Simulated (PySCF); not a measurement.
# C2H10OSi2: the cost of one run

The runs use PySCF 2.14.0, with density-fitted response routines of our own; the level of theory stands in each step. All values are computed, except where a source is named. Atoms count from 0, in the outputs and in this text.

### 1 Starting geometry

15 atoms, charge 0, multiplicity 1; geometry from: GFN2-xTB. The atoms were then displaced at random by about 0.01 Å, so the start is not that level's minimum.

Bonds of the start (Å): C0–Si1 1.91, Si1–O2 1.61, O2–Si3 1.67, Si3–C4 1.90, C0–H5 1.10, C0–H6 1.07, C0–H7 1.08, Si1–H8 1.49, Si1–H9 1.45, Si3–H10 1.46, Si3–H11 1.45, C4–H12 1.09, C4–H13 1.07, C4–H14 1.08.

### 2 Geometry optimisation at PBE0-D3(BJ)/def2-TZVP

What the job is given:

```
{"job": {"xc": "PBE0", "basis": "def2-TZVP", "d3": "d3bj", "grid": 2, "shake": 0.01, "kind": "geom"}, "charge": 0, "multiplicity": 1}
C     -1.934090    -1.062870    -0.016870
Si    -1.674280     0.829910     0.095570
O     -0.100420     1.158680     0.077170
Si     1.571080     1.066900     0.027410
C      2.076870    -0.754910    -0.117890
H     -3.018380    -1.267280    -0.007250
H     -1.480410    -1.564310     0.810130
H     -1.526020    -1.444230    -0.943200
H     -2.171840     1.366460     1.388080
H     -2.227030     1.534910    -1.050240
H      1.998410     1.667290     1.287600
H      1.943010     1.829000    -1.146410
H      1.700560    -1.322930     0.729560
H      3.144910    -0.831650    -0.132270
H      1.682290    -1.222350    -1.008640
```

Launch:

```sh
$ OMP_NUM_THREADS=2 python probes_run.py task.json out
```

The driver reads the jobs from task.json and runs them one after another.

**Question.** How long does this first job take on 2 threads of Intel Xeon at 2.50GHz, shared host, and how much memory does it need?

About 11 min, with a peak of 1.2 GiB.
